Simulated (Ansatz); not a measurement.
**GaBO6: one candidate of a structure search**

Aim: relax a trial structure of GaBO6 and see where it ends.

Computed with Ansatz 0.2.0 (DFT PBE, scalar-relativistic, plane waves, PAW, unless a step's input says otherwise).

## 1. Starting point

It takes space group Fm-3m (No. 225, cubic). Conventional cell: a = 7.274 Å, b = 7.274 Å, c = 7.274 Å, α = 90.00°, β = 90.00°, γ = 90.00°. Around Ga (site symmetry m-3m) lie 6 O at 2.20 Å. B (site symmetry m-3m) has 6 O at 1.44 Å as nearest neighbours. Around O (site symmetry 4mm) lie 1 B at 1.44 Å.

Structure file:

```
Ga B O
1.0
     0.00000    3.63701    3.63701
     3.63701    0.00000    3.63701
     3.63701    3.63701    0.00000
Ga B O
1 1 6
Direct
  0.50000 0.50000 0.50000
  0.00000 0.00000 0.00000
  0.80231 0.19769 0.19769
  0.19769 0.80231 0.80231
  0.19769 0.80231 0.19769
  0.80231 0.19769 0.80231
  0.19769 0.19769 0.80231
  0.80231 0.80231 0.19769
```

A structure generator made this guess: random cell by space group and Wyckoff sites (Fm-3m, No. 225). The dimensions are guesses.

## 2. A first look at the guess

The input, input.yaml:

```yaml
crystal:
  lattice:
    - [0.0, 3.63700547, 3.63700547]
    - [3.63700547, 0.0, 3.63700547]
    - [3.63700547, 3.63700547, 0.0]
  atoms:
    - { symbol: Ga, position: [0.5, 0.5, 0.5] }
    - { symbol: B, position: [0.0, 0.0, 0.0] }
    - { symbol: O, position: [0.80231481, 0.19768519, 0.19768519] }
    - { symbol: O, position: [0.19768519, 0.80231481, 0.80231481] }
    - { symbol: O, position: [0.19768519, 0.80231481, 0.19768519] }
    - { symbol: O, position: [0.80231481, 0.19768519, 0.80231481] }
    - { symbol: O, position: [0.19768519, 0.19768519, 0.80231481] }
    - { symbol: O, position: [0.80231481, 0.80231481, 0.19768519] }
basis:
  ecutwfc: 420
kpoints:
  mp_grid: { grid: [4, 4, 4] }
hamiltonian:
  xc: pbe
scf:
  occupations: { method: gaussian, width: 0.1 }
  lower_state_search: "off"
output:
  forces: true
  stress: true
  eigenvalues: true
```

On the command line:

```console
> ansatz run input.yaml --threads 1 --pin off --max-ram 2048MiB --backend cpu --events-out ev --progress --plain --runs-dir out
```

Further runs follow: a loose first relaxation; final relaxation.

Before running it: what results should come out? Wanted: conventional cell; volume; energy over the elements; gap on the mesh.

**Answer**, as computed:

| quantity | value |
| --- | --- |
| symmetry at the end (tolerance 0.05 Å) | space group Fm-3m (No. 225) |
| conventional cell | a = 7.117 Å, b = 7.117 Å, c = 7.117 Å, α = 90.00°, β = 90.00°, γ = 90.00° |
| volume | 11.27 Å³/atom |
| energy over the elements (uncorrected; H, N, O, F and Cl as molecules) | -0.03 eV/atom |
| gap on the mesh | none (metal) |

What this shows: The space group Fm-3m (No. 225) is kept, and the volume per atom shrinks by 6.3 % from the first guess. The formation energy of this structure is too near zero to say whether it is bound against the elements. No finished test with a distortion of lower symmetry is shown, so the end may be a saddle point. Spin polarisation is off in the runs that give these values; a magnetic solution could lie lower.
